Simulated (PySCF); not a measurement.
Wanted: a Python script for a PySCF 2.14.0 run.

```yaml
Task: atomic charges
Functional: LDA
Potentials_or_basis: cc-pvdz (all-electron)
k_mesh: 1 × 1 × 1
Occupations: fixed
Spin: no spin polarisation
Exponents_discarded_below_exp_to_discard: 0 1/bohr^2
conv_tol: 1e-07 Ha
max_cycle: 60
Relativity: none
Coulomb_method: Gaussian density fitting (GDF)
Grid_for_exchange_and_correlation: Becke, atom-centred
Three-centre_integrals: read from an earlier run's file
```

The structure of Cl3Si2H3 lies in Si2H3Cl3.xyz:

```xyz
8
Lattice="13.0000000000 0.0000000000 0.0000000000 0.0000000000 13.0000000000 0.0000000000 0.0000000000 0.0000000000 14.0000000000" Properties=species:S:1:pos:R:3 pbc="T T T"
Cl     4.6176000000      7.0671499600      8.6303999600
Si     6.6425000200      7.0475499900      8.2978000000
Si     6.9845999600      6.4962500200      6.0480000000
Cl     6.1748000600      4.6493500300      5.6966999600
Cl     6.0493000100      7.8950500200      4.8825000000
H      7.2665000200      6.0357499800      9.1854999600
H      7.1924999900      8.3926499800      8.5966000400
H      8.4084000000      6.4493500500      5.6417999400
```

The input as run:

run.py

```python
import json
import numpy as np
from pyscf.pbc import gto, scf, dft, df

cell = gto.Cell()
cell.basis = 'cc-pvdz'
cell.fromfile('Si2H3Cl3.xyz')
cell.exp_to_discard = 0
cell.precision = 1e-08
cell.max_memory = 2520  # MB
cell.verbose = 4
cell.build()

res = {}
kpts = cell.make_kpts([1, 1, 1])
mf = dft.KRKS(cell, kpts, xc='LDA_X,LDA_C_PW')
mf = mf.density_fit()
mf.with_df._cderi = 'cderi.h5'  # three-centre integrals saved by an earlier run on this cell, basis and mesh
mf.conv_tol = 1e-07
mf.max_cycle = 60

mf.kernel()
res.update(converged=bool(mf.converged), e_tot=mf.e_tot, nelec=cell.nelectron, nao=cell.nao, mesh=list(map(int, cell.mesh)), a=cell.lattice_vectors().tolist(), coords=cell.atom_coords().tolist(),
           mo_energy=[np.real(x).tolist() for x in mf.mo_energy], mo_occ=[np.real(x).tolist() for x in mf.mo_occ])
res.update(kpts=cell.get_scaled_kpts(kpts).tolist())
res['parts'] = {k: float(np.real(v)) for k, v in mf.scf_summary.items() if np.isscalar(v)}
json.dump(res, open('results.json', 'w'))
if not mf.converged:
    raise SystemExit('SCF not converged')

print('levels (eV)')
for i, kp in enumerate(res['kpts'][:40]):
    print('k %7.4f %7.4f %7.4f  ' % tuple(kp), ' '.join('%.3f' % (x * 27.211386) for x in res['mo_energy'][i][:46]))

# Mulliken populations
dm, s = np.asarray(mf.make_rdm1()), np.asarray(mf.get_ovlp())
sites = cell.aoslice_by_atom()[:, 2:]
tot = np.einsum('kij,kji->i', dm, s).real / len(kpts)
res['mulliken'] = [cell.atom_charge(i) - tot[a0:a1].sum() for i, (a0, a1) in enumerate(sites)]
print('Mulliken charges', np.round(res['mulliken'], 5))
res['meta_lowdin'] = mf.mulliken_meta()[1].tolist()
res['done'] = True
json.dump(res, open('results.json', 'w'))
```

Potentials or basis: cc-pvdz (all-electron).

Command:

```console
$ OMP_NUM_THREADS=2 python -u run.py > log
```

Results of the run:

```yaml
Gap_between_the_frontier_levels: 4.99 eV
Meta-löwdin_charges: Cl -0.25, -0.24; Si +0.34, +0.52; H -0.04, -0.05 e
```

Caveat: this is a molecule in a periodic box at the Γ point, so its band gap is the HOMO-LUMO gap; population charges move with the basis; the basis of atomic orbitals isn't converged, which shifts pressures, moduli and gaps.

Run time: 21 s on 2 threads of Intel(R) Xeon(R) Processor @ 2.70GHz, with other jobs on the host, peak memory 1.9 GiB.
